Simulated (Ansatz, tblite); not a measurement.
# Ga6P6 wurtzite hole sphere (Ga₆P₆H₁₈): a ladder of methods and basis sets

Aim: run the singlet of Ga6P6 wurtzite hole sphere (Ga₆P₆H₁₈) at one geometry on many levels, and compare frontier levels, spin and run time.

Computed with Ansatz 0.2.0, Gaussian basis. Level: as each input shows.

Plan: GFN1-xTB, GFN2-xTB, PBE-D4/def2-TZVP, r2SCAN-D4/def2-TZVP, PBE-D4/def2-SVP, PBE0-D4/def2-SVP.

1 further run of the same task is left out (set aside as unsound or not needed). Runs told in other sessions of the task aren't counted.

## Step 1: The geometry

The geometry is that of the singlet, from an earlier relaxation (PBE-D4/def2-SVP).

30 atoms, charge 0, spin multiplicity 1.

Bond lengths: P1–Ga2 2.422 Å, P1–Ga7 2.422 Å, P1–H13 1.428 Å, P1–H14 1.432 Å, Ga2–P4 2.350 Å, Ga2–P5 2.422 Å, Ga2–H15 1.574 Å, Ga3–P4 2.424 Å, Ga3–P8 2.424 Å, Ga3–H16 1.590 Å, Ga3–H17 1.577 Å, P4–Ga6 2.424 Å, P4–H18 1.433 Å, P5–Ga10 2.422 Å, P5–H19 1.432 Å, P5–H20 1.427 Å, Ga6–P12 2.424 Å, Ga6–H21 1.590 Å and more. Angles: Ga2–P1–Ga7 121.1°, Ga2–P1–H13 107.2°, Ga2–P1–H14 110.0°, Ga7–P1–H13 107.2°, Ga7–P1–H14 110.1°, H13–P1–H14 98.8°, P1–Ga2–P4 104.4°, P1–Ga2–P5 97.6°, P1–Ga2–H15 111.7°, P4–Ga2–P5 104.4°, P4–Ga2–H15 123.7°, P5–Ga2–H15 111.7°, P4–Ga3–P8 98.3°, P4–Ga3–H16 107.1°, P4–Ga3–H17 108.9°, P8–Ga3–H16 107.1°, P8–Ga3–H17 108.9°, H16–Ga3–H17 123.7° and more.

PBE0-D4/def2-TZVP was run before; its log isn't repeated, and its numbers join the tables.

## Step 2: GFN1-xTB

Tight binding, by tblite at 300 K electronic temperature and without a spin-polarisation term:

```python
tblite.interface.Calculator('GFN1-xTB', numbers, positions, charge=0, uhf=0).singlepoint()
```

Energy -917.6253 eV, HOMO -10.75 eV, LUMO -6.23 eV; 0.094 s.

## Step 3: GFN2-xTB

Tight binding, by tblite at 300 K electronic temperature and without a spin-polarisation term:

```python
tblite.interface.Calculator('GFN2-xTB', numbers, positions, charge=0, uhf=0).singlepoint()
```

Energy -858.9719 eV, HOMO -11.07 eV, LUMO -7.73 eV; 0.074 s.

## Step 4: PBE-D4/def2-TZVP

start.molden holds the orbitals of an earlier run on this state, given as this run's starting guess.

File in.yaml:

```yaml
crystal:
  periodic: [false, false, false]
  atoms:
    - {symbol: P, position_ang: [-0.002979, -2.106424, -1.876970]}
    - {symbol: Ga, position_ang: [-2.110420, -1.218195, -1.079104]}
    - {symbol: Ga, position_ang: [0.002657, -2.443111, 2.017044]}
    - {symbol: P, position_ang: [-1.831456, -1.057008, 1.248429]}
    - {symbol: P, position_ang: [-1.824650, 1.050704, -1.877681]}
    - {symbol: Ga, position_ang: [-2.114915, 1.224921, 2.015489]}
    - {symbol: Ga, position_ang: [2.106885, -1.218443, -1.085420]}
    - {symbol: P, position_ang: [1.834676, -1.057299, 1.242987]}
    - {symbol: P, position_ang: [1.820076, 1.050785, -1.882214]}
    - {symbol: Ga, position_ang: [-0.001365, 2.434359, -1.085157]}
    - {symbol: Ga, position_ang: [2.120452, 1.224121, 2.010738]}
    - {symbol: P, position_ang: [0.002011, 2.117895, 1.243118]}
    - {symbol: H, position_ang: [-0.002841, -3.507064, -1.600898]}
    - {symbol: H, position_ang: [-0.005730, -2.163929, -3.307855]}
    - {symbol: H, position_ang: [-3.337130, -1.926151, -1.765380]}
    - {symbol: H, position_ang: [0.000966, -3.757392, 1.121795]}
    - {symbol: H, position_ang: [0.005058, -2.457394, 3.593863]}
    - {symbol: H, position_ang: [-3.012358, -1.740428, 1.685961]}
    - {symbol: H, position_ang: [-1.873918, 1.076169, -3.308558]}
    - {symbol: H, position_ang: [-3.038065, 1.750879, -1.603709]}
    - {symbol: H, position_ang: [-3.252786, 1.880331, 1.118532]}
    - {symbol: H, position_ang: [-2.128165, 1.235023, 3.592242]}
    - {symbol: H, position_ang: [3.331498, -1.926689, -1.775136]}
    - {symbol: H, position_ang: [3.016976, -1.739946, 1.677923]}
    - {symbol: H, position_ang: [1.866767, 1.078119, -3.313127]}
    - {symbol: H, position_ang: [3.033701, 1.751048, -1.609410]}
    - {symbol: H, position_ang: [-0.002248, 3.848913, -1.775094]}
    - {symbol: H, position_ang: [2.136599, 1.233063, 3.587501]}
    - {symbol: H, position_ang: [3.256583, 1.880068, 1.111929]}
    - {symbol: H, position_ang: [0.004142, 3.483086, 1.678185]}
basis:
  gaussian: {orbitals: def2-TZVP, fitting: {mean_field: def2-universal-jkfit}, initial_orbitals: start.molden}
hamiltonian: {xc: pbe, dispersion: d4}
scf: {omitted_lower_state_checks: [starts]}
output: {forces: true, orbitals: {seedname: orbitals}}
```

Started as:

```bash
$ ansatz run in.yaml --threads 2 --pin off --events-out ev --progress --plain --max-ram 32768MiB --backend cuda --devices 0, --max-vram 18GiB
```

The program printed (excerpt; [...] marks lines left out):

```text
Functional definition: PBE
  name "PBE"
  cite "Perdew, Burke & Ernzerhof, Phys. Rev. Lett. 77, 3865 (1996) doi:10.1103/PhysRevLett.77.3865"
  parent pbe
[...]
2688 factors; integrals over basis functions are off by at most 6.1e-1 eV
[...]
mean field -370227.82637605 eV, -13605.6216698859 hartree, gradient 2.1e-5 eV, S^2 0.000000; 0 other end points of the search recorded, 0 dependent functions left out
[...]
reference -370227.82646470 eV, -13605.6216731439 hartree; 147, 147 occupied and 471, 471 virtual orbitals, 2688 factors
Total energy: -370229.97340197 eV, -13605.7005716331 hartree
Atom 0 at    -0.002979    -2.106424    -1.876970 Å, force    -0.001826    -0.164956    -0.116619 eV/Å
Atom 1 at    -2.110420    -1.218195    -1.079104 Å, force     0.029281     0.015934    -0.000655 eV/Å
Atom 2 at     0.002657    -2.443111     2.017044 Å, force    -0.000013     0.031862    -0.029837 eV/Å
Atom 3 at    -1.831456    -1.057008     1.248429 Å, force    -0.126488    -0.075659     0.057178 eV/Å
Atom 4 at    -1.824650     1.050704    -1.877681 Å, force    -0.142845     0.079500    -0.114547 eV/Å
Atom 5 at    -2.114915     1.224921     2.015489 Å, force     0.025006    -0.015821    -0.027754 eV/Å
Atom 6 at     2.106885    -1.218443    -1.085420 Å, force    -0.027153     0.014849    -0.000226 eV/Å
Atom 7 at     1.834676    -1.057299     1.242987 Å, force     0.127540    -0.074723     0.058248 eV/Å
[...]
Atom 14 at    -3.337130    -1.926151    -1.765380 Å, force     0.019520     0.011496     0.018217 eV/Å
Atom 15 at     0.000966    -3.757392     1.121795 Å, force     0.000187     0.029939     0.032030 eV/Å
Atom 16 at     0.005058    -2.457394     3.593863 Å, force    -0.000074    -0.011777    -0.044129 eV/Å
Atom 17 at    -3.012358    -1.740428     1.685961 Å, force     0.136471     0.081890    -0.056833 eV/Å
Atom 18 at    -1.873918     1.076169    -3.308558 Å, force    -0.003251     0.003176     0.192529 eV/Å
Atom 19 at    -3.038065     1.750879    -1.603709 Å, force     0.154013    -0.087711    -0.054401 eV/Å
Atom 20 at    -3.252786     1.880331     1.118532 Å, force     0.026009    -0.014366     0.032208 eV/Å
Atom 21 at    -2.128165     1.235023     3.592242 Å, force    -0.010029     0.006061    -0.043593 eV/Å
Atom 22 at     3.331498    -1.926689    -1.775136 Å, force    -0.019480     0.011420     0.018277 eV/Å
Atom 23 at     3.016976    -1.739946     1.677923 Å, force    -0.136913     0.079893    -0.058038 eV/Å
Atom 24 at     1.866767     1.078119    -3.313127 Å, force     0.004305     0.001996     0.192267 eV/Å
Atom 25 at     3.033701     1.751048    -1.609410 Å, force    -0.153525    -0.088499    -0.054187 eV/Å
Atom 26 at    -0.002248     3.848913    -1.775094 Å, force     0.000018    -0.022508     0.018389 eV/Å
Atom 27 at     2.136599     1.233063     3.587501 Å, force     0.009927     0.006225    -0.044088 eV/Å
Atom 28 at     3.256583     1.880068     1.111929 Å, force    -0.026212    -0.014688     0.032767 eV/Å
Atom 29 at     0.004142     3.483086     1.678185 Å, force    -0.002393    -0.158932    -0.057927 eV/Å
Dipole moment:    -0.001752    -0.000928    -1.414415 e Å
Checks for a lower state left out: starts
```

It took 8.5 s on 1 × H100 (card shared with other runs) with 2 threads of AMD EPYC 7R13, shared host.

From the report: HOMO -6.16 eV, LUMO -2.25 eV.

## Step 5: r2SCAN-D4/def2-TZVP

in.yaml: that of step 4 with these lines changed.

```diff
@@ -35,3 +35,3 @@
   gaussian: {orbitals: def2-TZVP, fitting: {mean_field: def2-universal-jkfit}, initial_orbitals: start.molden}
-hamiltonian: {xc: pbe, dispersion: d4}
+hamiltonian: {xc: r2scan, dispersion: d4}
 scf: {omitted_lower_state_checks: [starts]}
```

The command is unchanged.

The program printed (excerpt; [...] marks lines left out):

```text
Functional definition: r2SCAN
  name "r2SCAN"
  cite "Furness, Kaplan, Ning, Perdew & Sun, J. Phys. Chem. Lett. 11, 8208 (2020) doi:10.1021/acs.jpclett.0c02405"
  cite "Furness, Kaplan, Ning, Perdew & Sun, J. Phys. Chem. Lett. 11, 9248 (2020) doi:10.1021/acs.jpclett.0c03077"
  parent r2scan
[...]
2688 factors; integrals over basis functions are off by at most 6.1e-1 eV
[...]
mean field -370296.90713225 eV, -13608.1603408517 hartree, gradient 1.0e-5 eV, S^2 0.000000; 0 other end points of the search recorded, 0 dependent functions left out
[...]
reference -370296.90715835 eV, -13608.1603418109 hartree; 147, 147 occupied and 471, 471 virtual orbitals, 2688 factors
Total energy: -370297.48105905 eV, -13608.1814322724 hartree
Atom 0 at    -0.002979    -2.106424    -1.876970 Å, force    -0.002163    -0.367102    -0.242206 eV/Å
[...]
Atom 21 at    -2.128165     1.235023     3.592242 Å, force    -0.024130     0.013940    -0.227964 eV/Å
Atom 22 at     3.331498    -1.926689    -1.775136 Å, force    -0.163875     0.094940     0.108783 eV/Å
Atom 23 at     3.016976    -1.739946     1.677923 Å, force    -0.295455     0.171466    -0.108407 eV/Å
Atom 24 at     1.866767     1.078119    -3.313127 Å, force    -0.012088    -0.007518     0.386979 eV/Å
Atom 25 at     3.033701     1.751048    -1.609410 Å, force    -0.325140    -0.187554    -0.095452 eV/Å
Atom 26 at    -0.002248     3.848913    -1.775094 Å, force     0.000140    -0.189341     0.108923 eV/Å
Atom 27 at     2.136599     1.233063     3.587501 Å, force     0.023693     0.014252    -0.228492 eV/Å
Atom 28 at     3.256583     1.880068     1.111929 Å, force    -0.145563    -0.083644     0.146803 eV/Å
Atom 29 at     0.004142     3.483086     1.678185 Å, force    -0.002744    -0.342002    -0.108299 eV/Å
Dipole moment:    -0.001826    -0.000985    -1.479573 e Å
Checks for a lower state left out: starts
```

Wall time 9 s (1 × H100 (card shared with other runs) with 2 threads of AMD EPYC 7R13, shared host); peak host memory 1.1 GiB.

From the report: HOMO -6.41 eV, LUMO -2.11 eV.

## Step 6: PBE-D4/def2-SVP

in.yaml: that of step 5 with these lines changed.

```diff
@@ -34,5 +34,5 @@
 basis:
-  gaussian: {orbitals: def2-TZVP, fitting: {mean_field: def2-universal-jkfit}, initial_orbitals: start.molden}
-hamiltonian: {xc: r2scan, dispersion: d4}
+  gaussian: {orbitals: def2-SVP, initial_orbitals: start.molden}
+hamiltonian: {xc: pbe, dispersion: d4}
 scf: {omitted_lower_state_checks: [starts]}
-output: {forces: true, orbitals: {seedname: orbitals}}
+output: {orbitals: {seedname: orbitals}}
```

Launched as before.

The program printed:

```text
Functional definition: PBE
  name "PBE"
  cite "Perdew, Burke & Ernzerhof, Phys. Rev. Lett. 77, 3865 (1996) doi:10.1103/PhysRevLett.77.3865"
  parent pbe
  parameter kappa = 0.804
  parameter beta = 0.06672455060314922
  exchange = pbe_x(kappa = kappa, mu = beta*pi^2/3)
  correlation = pbe_c(beta = beta)
these checks for a lower state are left out or cut short: starts
4416 factors; their error is unknown
mean field evaluation 1: about -370167.8561 eV, gradient 1.7e1 eV
mean field evaluation 2: about -370168.4345 eV, gradient 5.2e-1 eV
mean field evaluation 4: about -370168.2736 eV, gradient 1.5e-3 eV
mean field -370168.27360487 eV, -13603.4331459113 hartree, gradient 1.8e-5 eV, S^2 0.000000; 0 other end points of the search recorded, 0 dependent functions left out
reference -370168.27368554 eV, -13603.4331488759 hartree; 147, 147 occupied and 243, 243 virtual orbitals, 4416 factors
Total energy: -370170.42062280 eV, -13603.5120473651 hartree
Checks for a lower state left out: starts
```

Wall time 6 s (1 × H100 (card shared with other runs) with 2 threads of AMD EPYC 7R13, shared host).

From the report: HOMO -6.10 eV, LUMO -1.96 eV.

## Step 7: PBE0-D4/def2-SVP

in.yaml: that of step 6 with these lines changed.

```diff
@@ -35,3 +35,3 @@
   gaussian: {orbitals: def2-SVP, initial_orbitals: start.molden}
-hamiltonian: {xc: pbe, dispersion: d4}
+hamiltonian: {xc: pbe0, dispersion: d4}
 scf: {omitted_lower_state_checks: [starts]}
```

Same command.

The program printed:

```text
Functional definition: PBE0
  name "PBE0"
  cite "Adamo & Barone, J. Chem. Phys. 110, 6158 (1999) doi:10.1063/1.478522"
  cite "Perdew, Burke & Ernzerhof, Phys. Rev. Lett. 77, 3865 (1996) doi:10.1103/PhysRevLett.77.3865"
  parent pbe
  parameter a = 0.25
  parameter kappa = 0.804
  parameter beta = 0.06672455060314922
  exchange = (1 - a)*pbe_x(kappa = kappa, mu = beta*pi^2/3) + a*exact_x
  correlation = pbe_c(beta = beta)
these checks for a lower state are left out or cut short: starts
3825 factors; integrals over basis functions are off by at most 1.4e-3 eV
mean field evaluation 1: about -370180.5212 eV, gradient 7.8e0 eV
mean field evaluation 2: about -370180.6621 eV, gradient 1.1e-1 eV
mean field evaluation 4: about -370180.8009 eV, gradient 7.7e-4 eV
mean field -370180.80094567 eV, -13603.8935171946 hartree, gradient 1.5e-5 eV, S^2 0.000000; 0 other end points of the search recorded, 0 dependent functions left out
reference -370180.80100627 eV, -13603.8935194215 hartree; 147, 147 occupied and 243, 243 virtual orbitals, 3825 factors
Total energy: -370182.73759033 eV, -13603.9646875728 hartree
Checks for a lower state left out: starts
```

Wall time 6.5 s (1 × H100 (card shared with other runs) with 2 threads of AMD EPYC 7R13, shared host).

Report: HOMO -7.17 eV, LUMO -1.20 eV.

## Step 8: Levels side by side

| level | functions | HOMO (eV) | LUMO (eV) | gap (eV) | time |
| --- | --- | --- | --- | --- | --- |
| PBE-D4/def2-SVP | 390 | -6.10 | -1.96 | 4.14 | 6 s |
| PBE-D4/def2-TZVP | 618 | -6.16 | -2.25 | 3.90 | 8.5 s |
| r2SCAN-D4/def2-TZVP | 618 | -6.41 | -2.11 | 4.30 | 9 s |
| PBE0-D4/def2-SVP | 390 | -7.17 | -1.20 | 5.97 | 6.5 s |
| PBE0-D4/def2-TZVP | 618 | -7.20 | -1.49 | 5.71 | 7 s |

## Step 9: Binding energy

Free atoms were run apart at each level; binding is atoms less cluster, divided by the number of atoms, without zero-point or spin-orbit terms.

| level | binding an atom (eV) |
| --- | --- |
| PBE-D4/def2-SVP | 2.723 |
| PBE-D4/def2-TZVP | 2.720 |
| r2SCAN-D4/def2-TZVP | 2.737 |
| PBE0-D4/def2-SVP | 2.719 |
| PBE0-D4/def2-TZVP | 2.716 |

## Step 10: Results

| quantity | value |
| --- | --- |
| gap in def2-TZVP, named functionals, smallest and largest | 3.90 eV (PBE-D4), 5.71 eV (PBE0-D4) |
| binding an atom, functionals in def2-TZVP | 2.72 (PBE0-D4) to 2.74 eV (r2SCAN-D4) |
| PBE0 total energy, smallest basis above largest | 59.08 eV (def2-SVP, def2-TZVP) |

**Reading.** Orbital gaps of the named functionals in def2-TZVP span 3.90 eV (PBE-D4) to 5.71 eV (PBE0-D4); exact exchange widens it.

The slowest run with a step of its own, r2SCAN-D4/def2-TZVP, took 9 s; the quickest functional in def2-TZVP took 7 s (shared host).
